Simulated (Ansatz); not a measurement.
# Ti3Al4Ni: the cost of one run

Computed with Ansatz 0.2.0 (DFT PBE, scalar-relativistic, plane waves, PAW, unless a step's input says otherwise).

1 further run of the same task is left out (it didn't finish).

## 1. The system as given

It takes space group P4/mmm (No. 123, tetragonal). Conventional cell: a = 5.422 Å, b = 5.422 Å, c = 3.922 Å, α = 90.00°, β = 90.00°, γ = 90.00°. Ti (site symmetry 4/mmm) has 4 Ti at 2.71 Å and 8 Al at 2.74 Å as nearest neighbours. Ti (site symmetry mmm) has 2 Ti at 2.71 Å and 2 Ni at 2.71 Å and 8 Al at 2.74 Å as nearest neighbours. Around Al (site symmetry m2m) lie 4 Al at 2.71 Å and 6 Ti at 2.74 Å and 2 Ni at 2.74 Å. Ni (site symmetry 4/mmm) is surrounded by 4 Ti at 2.71 Å and 8 Al at 2.74 Å.

Structure file:

```cif
data_structure
_symmetry_space_group_name_H-M 'P4/mmm'
_symmetry_Int_Tables_number 123
_cell_length_a 5.4224
_cell_length_b 5.4224
_cell_length_c 3.9224
_cell_angle_alpha 90.000
_cell_angle_beta 90.000
_cell_angle_gamma 90.000
_cell_volume 115.33
loop_
_atom_site_label
_atom_site_type_symbol
_atom_site_symmetry_multiplicity
_atom_site_Wyckoff_symbol
_atom_site_fract_x
_atom_site_fract_y
_atom_site_fract_z
_atom_site_occupancy
Ti1 Ti 1 b 0.00000 0.00000 0.50000 1
Ti2 Ti 2 e 0.00000 0.50000 0.50000 1
Al1 Al 4 j 0.75000 0.75000 0.00000 1
Ni1 Ni 1 d 0.50000 0.50000 0.50000 1
```

The start is an ordering of an alloy on its end members' structure types: elements ordered on the sites of the TiAl type, Ti/Ni on Ti (P4/mmm, No. 123).

## 2. Probe: one point on a coarse mesh

input.yaml reads:

```yaml
crystal:
  lattice:
    - [5.42236727, 0.0, 0.0]
    - [0.0, 5.42236727, 0.0]
    - [0.0, 0.0, 3.92237276]
  atoms:
    - { symbol: Ti, position: [0.0, 0.0, 0.5] }
    - { symbol: Ti, position: [0.0, 0.5, 0.5] }
    - { symbol: Ti, position: [0.5, 0.0, 0.5] }
    - { symbol: Al, position: [0.75, 0.75, 0.0] }
    - { symbol: Al, position: [0.75, 0.25, 0.0] }
    - { symbol: Al, position: [0.25, 0.75, 0.0] }
    - { symbol: Al, position: [0.25, 0.25, 0.0] }
    - { symbol: Ni, position: [0.5, 0.5, 0.5], spin: 2.0 }
basis:
  ecutwfc: 420
kpoints:
  mp_grid: { grid: [4, 4, 4] }
hamiltonian:
  xc: pbe
scf:
  occupations: { method: gaussian, width: 0.1 }
  lower_state_search: "off"
output:
  forces: true
  stress: true
  eigenvalues: true
  populations: true
magnetization:
  spin_polarized: true
```

Started as:

```sh
ansatz run input.yaml --threads 1 --pin off --max-ram 2560MiB --backend cpu --events-out ev --progress --plain --runs-dir out
```

Q: Estimate wall time and peak memory on 1 thread of Arm Neoverse V2, shared host.

About 30 s, with a peak of 0.46 GiB.
